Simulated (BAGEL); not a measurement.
# HF/def2-SVP (density fitting with qzvpp-jkfit) run of B2H6O2 (SMILES [BH2-]1[OH+][BH2-][OH+]1)

What is the energy change on altering one bond length of B2H6O2 at HF/def2-SVP (density fitting with qzvpp-jkfit)? 

The results are computed with BAGEL 1.2.2.

**1. The structure to begin with**

B2H6O2 has 10 atoms, charge 0, and is taken as a singlet. SMILES: `[BH2-]1[OH+][BH2-][OH+]1`. The coordinates come from a PBE0-D4/def2-TZVP relaxation.

Bond lengths: B1–O2 1.558 Å, O2–B3 1.558 Å, B1–O4 1.558 Å, B3–O4 1.558 Å, B1–H5 1.204 Å, B1–H6 1.196 Å, O2–H7 0.960 Å, B3–H8 1.204 Å, B3–H9 1.196 Å, O4–H10 0.960 Å. Some angles: B1–O2–B3 88.7°, O2–B1–O4 91.1°, O2–B3–O4 91.1°, B1–O4–B3 88.7°, B1–O2–H7 112.2°, B3–O2–H7 112.2°, O2–B1–H5 111.9°, O2–B1–H6 110.2°, O4–B1–H5 111.9°, O4–B1–H6 110.2°.

**2. The energy at HF/def2-SVP (density fitting with qzvpp-jkfit)**

Contents of input.json:

```json
{ "bagel": [

{
  "title": "molecule",
  "basis": "svp",
  "df_basis": "qzvpp-jkfit",
  "angstrom": true,
  "geometry": [
    { "atom": "B", "xyz": [   -0.454300,    0.871100,   -0.485000 ] },
    { "atom": "O", "xyz": [   -1.010100,   -0.446200,    0.134100 ] },
    { "atom": "B", "xyz": [    0.389600,   -0.696200,    0.771200 ] },
    { "atom": "O", "xyz": [    0.974600,    0.554700,    0.049600 ] },
    { "atom": "H", "xyz": [   -0.497800,    0.855800,   -1.688200 ] },
    { "atom": "H", "xyz": [   -0.907900,    1.818900,    0.085900 ] },
    { "atom": "H", "xyz": [   -1.225800,   -1.099300,   -0.535700 ] },
    { "atom": "H", "xyz": [    0.888100,   -1.718000,    0.374900 ] },
    { "atom": "H", "xyz": [    0.345300,   -0.508400,    1.951400 ] },
    { "atom": "H", "xyz": [    1.581300,    0.316300,   -0.655300 ] }
  ]
},
{ "title": "hf" },
{ "title": "print", "file": "orbitals.molden", "orbitals": true }

]}
```

Started as:

```
$ BAGEL_NUM_THREADS=1 BAGEL input.json > input.out
```

Output:

```text
* using 1 threads per process

  ===============================================================
  ===============================================================

  *** Geometry ***

  { "atom" : "B", "xyz" : [     -0.858503,      1.646140,     -0.916517 ] },
  { "atom" : "O", "xyz" : [     -1.908812,     -0.843196,      0.253412 ] },
  { "atom" : "B", "xyz" : [      0.736237,     -1.315627,      1.457357 ] },
  { "atom" : "O", "xyz" : [      1.841727,      1.048231,      0.093730 ] },
  { "atom" : "H", "xyz" : [     -0.940706,      1.617228,     -3.190236 ] },
  { "atom" : "H", "xyz" : [     -1.715682,      3.437223,      0.162327 ] },
  { "atom" : "H", "xyz" : [     -2.316426,     -2.077376,     -1.012326 ] },
  { "atom" : "H", "xyz" : [      1.678266,     -3.246549,      0.708458 ] },
  { "atom" : "H", "xyz" : [      0.652522,     -0.960737,      3.687612 ] },
  { "atom" : "H", "xyz" : [      2.988224,      0.597720,     -1.238338 ] },

  Number of auxiliary basis functions:      412

  Since a DF basis is specified, we compute 2- and 3-index integrals:
    o Being stored without compression. Storage requirement is 0.024 GB

  Number of basis functions:       86
  Number of electrons      :       32

    * METHOD: MOLECULE                             0.14

  *** RHF ***

  === Nuclear Repulsion ===
   122.5349905246

      * DIIS with orbital gradients will be used.

  === RHF iteration (svp) ===
      0       -202.29147295          0.01971634           0.03
      1       -202.43756597          0.01213475           0.03
      2       -202.49536286          0.00154147           0.03
      3       -202.49703611          0.00024341           0.03
      4       -202.49707104          0.00006908           0.03
      5       -202.49707455          0.00001154           0.03
      6       -202.49707470          0.00000277           0.03
      7       -202.49707471          0.00000060           0.03
      8       -202.49707471          0.00000015           0.03
      9       -202.49707471          0.00000006           0.03
     10       -202.49707471          0.00000003           0.03
     11       -202.49707471          0.00000001           0.03
    * SCF iteration converged.

    * Permanent dipole moment:
           (   -0.282880,     0.645451,     0.995060) a.u.

    * METHOD: HF                                   0.49

    * METHOD: PRINT                                0.01

  ===============================================================
```

Run time: 0.78 s. Hardware: 1 thread of Arm Neoverse V2, shared host; peak memory 0.1 GiB.

**3. The distorted shape**

Contents of job.json:

```json
{ "bagel": [

{
  "title": "molecule",
  "basis": "svp",
  "df_basis": "qzvpp-jkfit",
  "angstrom": true,
  "geometry": [
    { "atom": "B", "xyz": [   -0.432150,    0.777201,   -1.075096 ] },
    { "atom": "O", "xyz": [   -0.987950,   -0.540099,   -0.455996 ] },
    { "atom": "B", "xyz": [    0.411750,   -0.790099,    0.181104 ] },
    { "atom": "O", "xyz": [    0.996750,    0.460801,   -0.540496 ] },
    { "atom": "H", "xyz": [   -0.475650,    0.761901,   -2.278296 ] },
    { "atom": "H", "xyz": [   -0.885750,    1.725001,   -0.504196 ] },
    { "atom": "H", "xyz": [   -1.203650,   -1.193199,   -1.125796 ] },
    { "atom": "H", "xyz": [    0.910250,   -1.811899,   -0.215196 ] },
    { "atom": "H", "xyz": [    0.345300,   -0.508400,    1.951400 ] },
    { "atom": "H", "xyz": [    1.603450,    0.222401,   -1.245396 ] }
  ]
},
{
  "title": "hf"
},
{
  "title": "print",
  "file": "orbitals.molden",
  "orbitals": true
}

]}
```

Started as:

```
$ BAGEL_NUM_THREADS=1 BAGEL job.json > job.out
```

Output:

```text
* using 1 threads per process

  ===============================================================
  ===============================================================

  *** Geometry ***

  { "atom" : "B", "xyz" : [     -0.816645,      1.468697,     -2.031637 ] },
  { "atom" : "O", "xyz" : [     -1.866955,     -1.020639,     -0.861708 ] },
  { "atom" : "B", "xyz" : [      0.778095,     -1.493071,      0.342237 ] },
  { "atom" : "O", "xyz" : [      1.883585,      0.870788,     -1.021389 ] },
  { "atom" : "H", "xyz" : [     -0.898848,      1.439784,     -4.305355 ] },
  { "atom" : "H", "xyz" : [     -1.673825,      3.259779,     -0.952792 ] },
  { "atom" : "H", "xyz" : [     -2.274569,     -2.254819,     -2.127446 ] },
  { "atom" : "H", "xyz" : [      1.720123,     -3.423993,     -0.406662 ] },
  { "atom" : "H", "xyz" : [      0.652522,     -0.960737,      3.687612 ] },
  { "atom" : "H", "xyz" : [      3.030081,      0.420277,     -2.353457 ] },

  Number of auxiliary basis functions:      412

  Since a DF basis is specified, we compute 2- and 3-index integrals:
    o Being stored without compression. Storage requirement is 0.024 GB

  Number of basis functions:       86
  Number of electrons      :       32

    * METHOD: MOLECULE                             0.15

  *** RHF ***

  === Nuclear Repulsion ===
   120.8816830596

      * DIIS with orbital gradients will be used.

  === RHF iteration (svp) ===
      0       -202.21628924          0.01956356           0.03
      1       -202.36388770          0.01219651           0.03
      2       -202.42315187          0.00158384           0.03
      3       -202.42514194          0.00024451           0.03
      4       -202.42518719          0.00007421           0.03
      5       -202.42519214          0.00001283           0.03
      6       -202.42519236          0.00000349           0.03
      7       -202.42519238          0.00000086           0.03
      8       -202.42519238          0.00000027           0.03
      9       -202.42519238          0.00000009           0.03
     10       -202.42519238          0.00000002           0.03
     11       -202.42519238          0.00000001           0.03
    * SCF iteration converged.

    * Permanent dipole moment:
           (   -0.272831,     0.674578,     1.575247) a.u.

    * METHOD: HF                                   0.48

    * METHOD: PRINT                                0.01

  ===============================================================
```

Run time: 0.78 s. Hardware: 1 thread of Arm Neoverse V2, shared host; peak memory 0.1 GiB.

**4. Outcome**

At HF/def2-SVP (density fitting with qzvpp-jkfit):

```
                                                         quantity          value
                                        first shape: total energy  -202.49707 Eh
                                       first shape: dipole moment         3.10 D
                                         first shape: HOMO energy      -11.94 eV
                                         first shape: LUMO energy        4.23 eV
                                       first shape: HOMO–LUMO gap       16.16 eV
                                    distorted shape: total energy  -202.42519 Eh
                                   distorted shape: dipole moment         4.41 D
                                     distorted shape: HOMO energy      -10.09 eV
                                     distorted shape: LUMO energy        3.93 eV
                                   distorted shape: HOMO–LUMO gap       14.02 eV
energy change with the B3–H9 bond stretched from 1.196 to 1.794 Å       1.956 eV
```

With the B3–H9 bond stretched from 1.196 to 1.794 Å the energy rises by 1.96 eV (45 kcal/mol). The first shape isn't relaxed at this level, so the change isn't measured from a minimum.
